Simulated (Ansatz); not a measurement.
Born–Oppenheimer molecular dynamics of a periodic cell of 24 atoms, Ba$_{2}$LiSi$_{3}$ (host Ba2LiSi3, host structure Fddd). It starts from an unrelaxed structure (largest force component 0.67 eV/Å).

Computed with DFT PBEsol, scalar-relativistic, plane waves, PAW (Ansatz). Settings: cutoff 420 eV, k mesh 1x1x1, fermi-dirac smearing 0.002 eV, no spin polarisation.

```json
{"ensemble": "NPT, Langevin", "time step": "1 fs", "steps asked": "190", "set temperature": "1500 K", "friction": "0.05 /fs", "pressure": "0 GPa", "seed": "231670"}
```

Frames 5 fs apart, positions in Å, forces in eV/Å.

Velocities at 20.0 fs (Å/ps):

```
Ba 0.60 -0.95 -4.23
Ba 1.63 0.00 1.55
Ba 2.70 -3.09 -2.58
Ba 2.01 0.54 -6.14
Ba -5.61 1.79 1.36
Ba 1.71 2.87 2.63
Ba 0.92 -2.05 -0.16
Ba -0.57 -5.67 2.15
Li 17.17 5.76 7.76
Li -13.75 -0.78 0.97
Li -4.15 3.64 -22.72
Li 10.22 1.92 9.77
Si 1.59 1.69 0.47
Si 9.36 -9.24 -11.44
Si 4.71 0.69 -4.79
Si 10.01 0.05 -7.87
Si 2.07 2.44 -2.27
Si -5.31 -6.82 -3.42
Si 3.96 -2.80 -3.64
Si 1.48 13.81 -1.74
Si 3.80 -7.02 9.80
Si -1.10 7.64 -6.20
Si 4.47 -2.76 -9.18
Si -8.74 -7.01 -16.37
```

```xyz
24
Lattice="0.0124 7.7617 9.8979 4.4280 0.1132 9.8158 4.3932 7.6357 0.1032" Properties=species:S:1:pos:R:3:forces:R:3 time_fs=20.0 energy_less_start_eV=0.589 T=1340
Ba 4.429 7.844 17.248 0.05 0.07 0.10
Ba 4.374 7.691 2.500 0.04 -0.11 0.14
Ba 2.248 3.899 7.387 -0.09 0.14 0.31
Ba 2.245 3.857 2.465 -0.28 0.02 0.35
Ba 4.371 7.819 12.393 0.20 0.03 0.24
Ba 4.394 7.782 7.379 0.13 0.03 0.00
Ba 6.669 11.570 12.454 -0.62 0.43 -0.61
Ba 6.663 11.583 17.394 -0.15 0.47 -0.11
Li 4.622 2.764 10.127 -0.06 -0.11 -0.24
Li 4.062 12.841 10.125 0.67 0.17 -0.09
Li 2.241 1.267 4.776 -0.21 0.14 0.06
Li 2.112 6.376 4.881 -0.07 0.13 0.01
Si 2.335 6.570 9.780 0.32 0.04 0.03
Si 2.504 8.961 9.896 -0.52 -0.38 0.23
Si 6.396 6.632 9.798 1.14 1.07 0.27
Si 6.752 9.066 9.714 -1.17 -0.42 -0.15
Si 6.601 9.357 14.808 -0.22 -0.11 0.23
Si 6.515 14.001 14.853 0.22 -0.67 -0.32
Si 4.352 10.265 9.819 1.18 -0.50 -0.45
Si 4.550 5.474 9.929 -1.71 -0.53 -0.25
Si 4.406 10.408 15.023 1.04 0.60 -0.16
Si 4.336 5.153 4.692 1.03 -0.62 0.20
Si 4.321 10.274 4.744 -0.38 0.47 0.14
Si 4.267 5.221 14.670 -0.53 -0.36 0.09
24
Lattice="0.0081 7.7851 9.9117 4.4237 0.1582 9.7928 4.3858 7.6098 0.1394" Properties=species:S:1:pos:R:3:forces:R:3 time_fs=25.0 energy_less_start_eV=0.835 T=1237
Ba 4.423 7.904 17.237 0.10 0.04 0.10
Ba 4.370 7.684 2.538 0.01 -0.15 -0.01
Ba 2.248 3.903 7.379 -0.08 0.19 0.38
Ba 2.255 3.851 2.450 -0.31 0.12 0.49
Ba 4.335 7.867 12.405 0.38 -0.05 0.25
Ba 4.399 7.810 7.413 0.16 0.01 -0.08
Ba 6.658 11.573 12.477 -0.72 0.46 -0.83
Ba 6.641 11.605 17.414 -0.11 0.55 -0.17
Li 4.729 2.833 10.150 -0.25 -0.15 -0.28
Li 3.931 12.834 10.161 1.04 0.00 -0.10
Li 2.204 1.317 4.713 -0.15 0.03 0.11
Li 2.169 6.348 4.949 -0.36 0.20 -0.04
Si 2.348 6.585 9.786 0.22 0.03 0.09
Si 2.519 8.949 9.876 -0.49 -0.11 0.26
Si 6.418 6.636 9.791 1.07 1.42 0.22
Si 6.795 9.073 9.699 -1.22 -0.38 -0.05
Si 6.600 9.402 14.829 -0.25 -0.22 0.29
Si 6.463 13.987 14.858 0.53 -0.39 -0.32
Si 4.382 10.265 9.840 1.02 -0.54 -0.52
Si 4.539 5.567 9.935 -1.79 -0.97 -0.15
Si 4.396 10.431 15.056 1.06 0.68 -0.20
Si 4.338 5.197 4.687 0.83 -0.96 0.21
Si 4.335 10.232 4.734 -0.46 0.57 0.23
Si 4.214 5.259 14.585 -0.24 -0.36 0.13
24
Lattice="0.0074 7.7684 9.9053 4.4178 0.1926 9.7595 4.3819 7.5595 0.1651" Properties=species:S:1:pos:R:3:forces:R:3 time_fs=30.0 energy_less_start_eV=1.198 T=1435
Ba 4.417 7.914 17.207 0.15 -0.02 0.17
Ba 4.366 7.657 2.559 0.02 -0.19 -0.23
Ba 2.242 3.880 7.362 -0.02 0.26 0.46
Ba 2.255 3.848 2.435 -0.24 0.19 0.72
Ba 4.311 7.877 12.397 0.46 -0.10 0.23
Ba 4.419 7.790 7.429 0.12 -0.04 -0.17
Ba 6.655 11.524 12.462 -0.78 0.42 -1.03
Ba 6.636 11.569 17.402 -0.13 0.60 -0.21
Li 4.888 2.926 10.195 -0.52 -0.29 -0.38
Li 3.836 12.775 10.188 1.43 -0.27 -0.13
Li 2.160 1.342 4.699 -0.02 -0.10 0.10
Li 2.233 6.356 4.968 -0.60 0.22 -0.03
Si 2.324 6.601 9.782 0.30 -0.49 0.14
Si 2.538 8.879 9.831 -0.48 0.56 0.30
Si 6.446 6.617 9.799 0.51 1.51 0.17
Si 6.784 9.019 9.693 -1.08 -0.11 0.04
Si 6.608 9.375 14.839 -0.26 -0.15 0.29
Si 6.423 13.889 14.843 0.97 0.08 -0.27
Si 4.409 10.208 9.849 0.90 -0.52 -0.56
Si 4.523 5.611 9.921 -1.67 -1.17 -0.09
Si 4.382 10.375 15.066 1.12 0.80 -0.23
Si 4.345 5.225 4.688 0.39 -1.42 0.19
Si 4.360 10.143 4.716 -0.69 0.69 0.32
Si 4.163 5.278 14.482 0.10 -0.47 0.21
24
Lattice="0.0089 7.7600 9.8649 4.3950 0.2150 9.7023 4.3663 7.5336 0.1793" Properties=species:S:1:pos:R:3:forces:R:3 time_fs=35.0 energy_less_start_eV=1.736 T=1526
Ba 4.400 7.917 17.127 0.17 -0.06 0.24
Ba 4.361 7.649 2.554 0.02 -0.22 -0.44
Ba 2.224 3.879 7.323 0.11 0.27 0.50
Ba 2.254 3.862 2.431 -0.14 0.23 0.96
Ba 4.265 7.889 12.351 0.58 -0.12 0.15
Ba 4.418 7.785 7.425 0.09 -0.16 -0.29
Ba 6.629 11.495 12.396 -0.78 0.33 -1.17
Ba 6.617 11.536 17.340 -0.16 0.68 -0.27
Li 5.079 2.981 10.209 -0.82 -0.26 -0.51
Li 3.765 12.780 10.183 1.93 -0.74 -0.16
Li 2.117 1.295 4.731 0.15 -0.08 0.07
Li 2.307 6.383 4.975 -0.85 0.29 -0.01
Si 2.278 6.639 9.726 0.31 -1.42 0.23
Si 2.532 8.821 9.758 -0.32 1.49 0.33
Si 6.455 6.613 9.778 -0.43 1.59 0.11
Si 6.721 8.990 9.644 -0.91 0.08 0.12
Si 6.625 9.326 14.802 -0.38 0.07 0.24
Si 6.404 13.828 14.785 0.91 0.48 -0.25
Si 4.426 10.155 9.799 0.68 -0.37 -0.51
Si 4.480 5.639 9.861 -1.26 -1.25 -0.01
Si 4.383 10.327 15.023 1.09 0.87 -0.21
Si 4.340 5.253 4.667 0.13 -1.79 0.19
Si 4.376 10.078 4.674 -0.83 0.88 0.37
Si 4.093 5.314 14.349 0.73 -0.83 0.32
24
Lattice="0.0350 7.7364 9.8175 4.3840 0.2432 9.6447 4.3748 7.5081 0.1924" Properties=species:S:1:pos:R:3:forces:R:3 time_fs=40.0 energy_less_start_eV=2.370 T=1254
Ba 4.431 7.906 17.036 0.15 -0.08 0.31
Ba 4.369 7.646 2.548 0.11 -0.27 -0.62
Ba 2.227 3.887 7.294 0.21 0.35 0.44
Ba 2.264 3.869 2.425 -0.09 0.23 1.13
Ba 4.268 7.878 12.306 0.58 0.03 -0.03
Ba 4.440 7.777 7.418 0.05 -0.28 -0.48
Ba 6.638 11.464 12.315 -0.73 0.33 -1.15
Ba 6.649 11.507 17.256 -0.19 0.77 -0.32
Li 5.224 3.031 10.153 -0.98 -0.20 -0.56
Li 3.750 12.770 10.148 2.38 -1.19 -0.16
Li 2.129 1.203 4.794 0.13 0.09 0.02
Li 2.372 6.467 4.912 -0.88 0.14 0.04
Si 2.254 6.682 9.669 0.22 -2.79 0.29
Si 2.560 8.766 9.679 0.01 2.83 0.41
Si 6.477 6.617 9.752 -1.26 1.67 0.08
Si 6.701 8.963 9.599 -0.72 0.21 0.11
Si 6.662 9.288 14.754 -0.36 0.36 0.09
Si 6.452 13.787 14.720 0.01 0.69 -0.22
Si 4.492 10.111 9.735 0.29 -0.28 -0.38
Si 4.459 5.654 9.800 -0.86 -1.29 0.08
Si 4.425 10.293 14.983 1.02 0.92 -0.19
Si 4.344 5.263 4.637 0.21 -1.86 0.26
Si 4.424 10.011 4.606 -0.94 0.98 0.51
Si 4.053 5.357 14.248 1.62 -1.37 0.33
24
Lattice="0.0599 7.7157 9.7639 4.3856 0.2469 9.5994 4.3831 7.5018 0.1923" Properties=species:S:1:pos:R:3:forces:R:3 time_fs=45.0 energy_less_start_eV=2.605 T=1435
Ba 4.478 7.885 16.943 0.10 -0.08 0.34
Ba 4.367 7.653 2.523 0.24 -0.34 -0.67
Ba 2.238 3.892 7.263 0.25 0.38 0.43
Ba 2.260 3.860 2.414 0.02 0.26 1.15
Ba 4.291 7.854 12.244 0.49 0.17 -0.16
Ba 4.478 7.777 7.402 -0.02 -0.46 -0.65
Ba 6.653 11.434 12.229 -0.57 0.32 -0.96
Ba 6.697 11.476 17.163 -0.15 0.92 -0.40
Li 5.355 3.062 10.050 -1.14 -0.07 -0.52
Li 3.815 12.758 10.077 2.17 -1.12 -0.20
Li 2.188 1.102 4.877 -0.02 0.39 -0.08
Li 2.410 6.503 4.804 -0.85 -0.07 0.10
Si 2.222 6.702 9.571 0.35 -3.21 0.31
Si 2.579 8.758 9.595 0.20 2.99 0.47
Si 6.497 6.645 9.754 -1.51 0.94 0.24
Si 6.694 8.925 9.593 -0.50 0.62 -0.02
Si 6.692 9.215 14.711 -0.26 0.89 -0.11
Si 6.497 13.777 14.654 -0.57 0.60 -0.22
Si 4.543 10.076 9.659 0.04 -0.11 -0.18
Si 4.451 5.651 9.750 -0.55 -1.18 0.09
Si 4.475 10.297 14.950 0.98 0.80 -0.22
Si 4.357 5.247 4.615 0.30 -1.83 0.29
Si 4.471 9.975 4.530 -1.03 0.93 0.71
Si 4.062 5.381 14.200 2.03 -1.72 0.26
24
Lattice="0.0988 7.6910 9.7108 4.3997 0.2345 9.5732 4.4064 7.5172 0.1787" Properties=species:S:1:pos:R:3:forces:R:3 time_fs=50.0 energy_less_start_eV=2.776 T=1480
Ba 4.553 7.848 16.877 0.00 -0.01 0.22
Ba 4.378 7.679 2.475 0.39 -0.53 -0.56
Ba 2.260 3.888 7.235 0.25 0.38 0.44
Ba 2.270 3.839 2.398 0.07 0.31 1.15
Ba 4.334 7.824 12.191 0.37 0.26 -0.23
Ba 4.529 7.780 7.380 0.00 -0.75 -0.85
Ba 6.701 11.405 12.143 -0.51 0.30 -0.82
Ba 6.774 11.449 17.081 -0.16 0.99 -0.52
Li 5.490 3.025 9.972 -1.37 0.21 -0.43
Li 3.864 12.740 9.951 2.04 -1.09 -0.18
Li 2.271 1.077 4.903 -0.15 0.47 -0.12
Li 2.454 6.491 4.625 -0.91 -0.12 0.16
Si 2.187 6.670 9.473 0.73 -2.42 0.35
Si 2.643 8.750 9.522 0.10 1.91 0.45
Si 6.518 6.672 9.776 -1.70 0.08 0.37
Si 6.707 8.880 9.596 -0.21 1.28 -0.19
Si 6.760 9.132 14.682 -0.29 1.29 -0.24
Si 6.559 13.777 14.589 -1.00 0.43 -0.25
Si 4.607 10.037 9.576 -0.13 0.11 0.04
Si 4.459 5.637 9.715 -0.35 -1.13 0.03
Si 4.533 10.295 14.892 1.05 0.66 -0.22
Si 4.364 5.204 4.600 0.66 -1.71 0.30
Si 4.508 9.962 4.453 -1.01 0.91 0.88
Si 4.091 5.364 14.155 2.13 -1.83 0.19
24
Lattice="0.1227 7.6984 9.7051 4.4216 0.2281 9.5831 4.4232 7.5418 0.1759" Properties=species:S:1:pos:R:3:forces:R:3 time_fs=55.0 energy_less_start_eV=2.584 T=1571
Ba 4.634 7.837 16.896 -0.23 0.17 -0.01
Ba 4.377 7.709 2.441 0.48 -0.66 -0.47
Ba 2.288 3.898 7.238 0.22 0.35 0.45
Ba 2.285 3.834 2.399 0.05 0.38 1.10
Ba 4.381 7.833 12.187 0.18 0.28 -0.20
Ba 4.567 7.799 7.392 0.06 -1.00 -1.02
Ba 6.735 11.415 12.106 -0.35 0.26 -0.61
Ba 6.827 11.466 17.077 -0.10 1.06 -0.67
Li 5.625 3.037 9.914 -1.53 0.37 -0.22
Li 3.960 12.714 9.875 1.27 -0.45 -0.12
Li 2.319 1.123 4.894 -0.13 0.34 -0.09
Li 2.421 6.495 4.470 -0.66 -0.22 0.23
Si 2.145 6.645 9.455 1.24 -1.38 0.43
Si 2.705 8.779 9.494 -0.29 0.51 0.46
Si 6.489 6.730 9.833 -1.06 -1.24 0.49
Si 6.741 8.883 9.608 -0.07 1.70 -0.26
Si 6.811 9.138 14.738 -0.20 1.21 -0.36
Si 6.606 13.841 14.600 -1.01 0.07 -0.31
Si 4.649 10.030 9.562 -0.06 0.32 0.06
Si 4.468 5.602 9.745 -0.30 -0.80 -0.09
Si 4.589 10.332 14.900 1.02 0.57 -0.25
Si 4.376 5.168 4.589 0.77 -1.31 0.33
Si 4.551 9.951 4.410 -1.21 1.10 0.98
Si 4.115 5.336 14.155 1.89 -1.62 0.15
24
Lattice="0.1294 7.7102 9.7184 4.4422 0.2209 9.6050 4.4237 7.5531 0.1793" Properties=species:S:1:pos:R:3:forces:R:3 time_fs=60.0 energy_less_start_eV=2.437 T=1917
Ba 4.704 7.826 16.945 -0.48 0.34 -0.20
Ba 4.362 7.728 2.423 0.55 -0.66 -0.35
Ba 2.313 3.905 7.247 0.16 0.39 0.44
Ba 2.301 3.818 2.426 -0.07 0.44 1.03
Ba 4.405 7.840 12.213 -0.03 0.26 -0.12
Ba 4.591 7.805 7.413 0.08 -1.14 -1.09
Ba 6.747 11.432 12.087 -0.17 0.17 -0.35
Ba 6.845 11.475 17.107 0.03 1.14 -0.87
Li 5.712 3.092 9.843 -1.46 0.29 0.04
Li 4.057 12.627 9.886 0.62 0.14 -0.10
Li 2.308 1.190 4.921 0.00 0.17 -0.10
Li 2.353 6.549 4.358 -0.26 -0.53 0.33
Si 2.091 6.612 9.493 1.71 -0.66 0.42
Si 2.740 8.791 9.487 -0.67 -0.14 0.58
Si 6.439 6.778 9.887 -0.43 -1.90 0.52
Si 6.754 8.918 9.614 0.06 1.51 -0.26
Si 6.861 9.143 14.814 -0.27 1.17 -0.43
Si 6.635 13.913 14.630 -0.82 -0.39 -0.36
Si 4.675 10.045 9.562 -0.18 0.23 0.03
Si 4.473 5.568 9.778 -0.31 -0.46 -0.13
Si 4.609 10.377 14.945 1.06 0.34 -0.32
Si 4.383 5.119 4.617 0.71 -0.75 0.24
Si 4.550 9.955 4.424 -1.35 1.23 0.94
Si 4.129 5.272 14.198 1.50 -1.20 0.11
```

Of the whole run (190 fs, mean temperature of the second half 1635 K): The conserved energy stayed within 0.11 meV per atom of its start (net change 0.015 meV per atom), so the integration is sound. A run of 0.19 ps of so small a system gives no equilibrium averages. The smearing is very narrow for this mesh. Limits of this set-up: coarse k mesh. The cell's volume went from 672 to 656 Å³.

Run time: 13 min on 1 thread of Intel(R) Xeon(R) 6975P-C (Granite Rapids), on a shared host, peak memory 0.88 GiB.
